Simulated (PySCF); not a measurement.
# H₆N₂SSi: a look at the electrons

For H₆N₂SSi, the scripts below localise its valence orbitals and analyse its density (charges, bond critical points, surface potential).

Program: PySCF 2.14.0. Level of theory: levels as typed in each script, gas phase, geometry from GFN2-xTB. These are calculated values, not measurements.

### 1 The starting structure

SMILES `N[SiH](N)S`, 10 atoms, charge 0, spin multiplicity 1.

Bond lengths: N1–Si2 1.722 Å, N1–H5 1.007 Å, N1–H6 1.009 Å, Si2–N3 1.716 Å, Si2–S4 2.170 Å, Si2–H7 1.453 Å, N3–H8 1.006 Å, N3–H9 1.007 Å, S4–H10 1.321 Å. Angles: Si2–N1–H5 118.0°, Si2–N1–H6 118.5°, H5–N1–H6 109.2°, N1–Si2–N3 114.6°, N1–Si2–S4 111.3°, N1–Si2–H7 107.4°, N3–Si2–S4 104.5°, N3–Si2–H7 109.8°, S4–Si2–H7 109.2°, Si2–N3–H8 118.6°, Si2–N3–H9 120.2°, H8–N3–H9 110.6°, Si2–S4–H10 95.9°.

As a file:

```
N    -1.3942   -1.2881    0.2604
Si   -0.4622    0.0091   -0.3839
N    -0.8967    1.5614    0.2042
S     1.6366   -0.1983    0.1261
H    -1.2946   -2.1976   -0.1608
H    -1.4492   -1.3908    1.2626
H    -0.6084   -0.0273   -1.8289
H    -1.8567    1.8523    0.1337
H    -0.4793    1.9187    1.0482
H     2.0096    0.9767   -0.3497
```

### 2 Localised orbitals (wB97X/cc-pvtz)

File input.py:

```python
import numpy as np
from pyscf import gto, scf, dft, lo
from pyscf.data.elements import chemcore

def solve(mol, dm0=None, hcore=None):
    mf = (dft.UKS if mol.spin else dft.RKS)(mol, xc='wb97x')
    mf.grids.level = 3
    mf = mf.density_fit(auxbasis='def2-universal-jkfit')
    mf.conv_tol, mf.max_cycle = 1e-8, 80
    if hcore is not None:
        mf.get_hcore = lambda *args: hcore
    mf.kernel(dm0)
    if not mf.converged:
        mf = mf.newton().run(mf.mo_coeff, mf.mo_occ, max_cycle=30)
    assert mf.converged, 'SCF not converged'
    return mf

mol = gto.M(atom='''
N     -1.39420    -1.28808     0.26043
Si    -0.46224     0.00906    -0.38392
N     -0.89674     1.56144     0.20423
S      1.63665    -0.19827     0.12607
H     -1.29455    -2.19761    -0.16079
H     -1.44922    -1.39085     1.26256
H     -0.60836    -0.02733    -1.82887
H     -1.85670     1.85229     0.13368
H     -0.47929     1.91875     1.04818
H      2.00959     0.97665    -0.34965
''', basis='cc-pvtz', charge=0, spin=0, verbose=4)
mf = solve(mol)
occ_all = mf.mo_coeff[:, mf.mo_occ > 0]
occ = occ_all[:, chemcore(mol):]
loc = lo.ibo.ibo(mol, occ, iaos=lo.iao.iao(mol, occ_all))
fock, s = mf.get_fock(), mf.get_ovlp()
ortho = lo.orth_ao(mol, 'meta_lowdin')
ortho = lo.vec_lowdin(lo.iao.iao(mol, occ_all), s)
labels = lo.iao.reference_mol(mol).ao_labels(fmt=None)
vir = lo.vvo.livvo(mol, occ_all, mf.mo_coeff[:, mf.mo_occ == 0])
both = np.hstack([loc, vir])
p = (ortho.T @ s @ both) ** 2
pop = np.array([p[[l[0] == a for l in labels]].sum(0) for a in range(mol.natm)])
spd = np.array([[p[[l[0] == a and l[2][-1] == k for l in labels]].sum(0) for k in 'spd'] for a in range(mol.natm)])
eps = np.einsum('pi,pq,qi->i', both, fock, both)
for i in np.argsort(eps):
    top = np.argsort(-pop[:, i])[:3]
    print('%3d %s %9.4f Eh ' % (i + 1, 'occ' if i < loc.shape[1] else 'vir', eps[i]), '  '.join('%s%d %.3f' % (mol.atom_symbol(a), a + 1, pop[a, i]) for a in top))
np.savez('result.npz', c=both, nocc=loc.shape[1], pop=pop, spd=spd, eps=eps, e=mf.e_tot)
```

On the command line:

```bash
$ OMP_NUM_THREADS=1 python input.py
```

### 4 Density, bond paths and surface potential (TPSSh/def2-svp)

File input.py:

```python
import numpy as np
from pyscf import gto, scf, dft
from pyscf.scf import atom_ks, atom_hf
from scipy.linalg import block_diag

def solve(mol, dm0=None, hcore=None):
    mf = (dft.UKS if mol.spin else dft.RKS)(mol, xc='tpssh')
    mf.grids.level = 3
    mf = mf.density_fit(auxbasis='def2-universal-jkfit')
    mf.conv_tol, mf.max_cycle = 1e-8, 80
    if hcore is not None:
        mf.get_hcore = lambda *args: hcore
    mf.kernel(dm0)
    if not mf.converged:
        mf = mf.newton().run(mf.mo_coeff, mf.mo_occ, max_cycle=30)
    assert mf.converged, 'SCF not converged'
    return mf

mol = gto.M(atom='''
N     -1.39420    -1.28808     0.26043
Si    -0.46224     0.00906    -0.38392
N     -0.89674     1.56144     0.20423
S      1.63665    -0.19827     0.12607
H     -1.29455    -2.19761    -0.16079
H     -1.44922    -1.39085     1.26256
H     -0.60836    -0.02733    -1.82887
H     -1.85670     1.85229     0.13368
H     -0.47929     1.91875     1.04818
H      2.00959     0.97665    -0.34965
''', basis='def2-svp', charge=0, spin=0, verbose=4)
mf = solve(mol)
mf.analyze()
# spherically averaged free atoms, for the promolecule
atm = atom_ks.get_atm_nrks(mol, xc='tpssh')
pro = block_diag(*[(atm[a[0]][2] * atm[a[0]][3]) @ atm[a[0]][2].T for a in mol._atom])
np.savez('result.npz', e=mf.e_tot, c=mf.mo_coeff, occ=mf.mo_occ, eps=mf.mo_energy, pro=pro, dip=mf.dip_moment(verbose=0), s2=mf.spin_square()[0])
```

(Steps that only read results are left out.)

Q: Predict the outcome of this session. Wanted: dipole moment; HOMO, LUMO.

The runs gave:

| quantity | value |
| --- | --- |
| localised occupied orbitals above −45 eV (wB97X/cc-pvtz) | 13 |
| dipole moment (TPSSh/def2-svp) | 1.98 D |
| HOMO, LUMO (TPSSh/def2-svp) | -6.30, 0.92 eV |

**Reading.** At TPSSh/def2-svp: The highest Hirshfeld charge is on Si2 (+0.38 e), the lowest on N3 (−0.30 e). The geometry was not optimised at these levels.
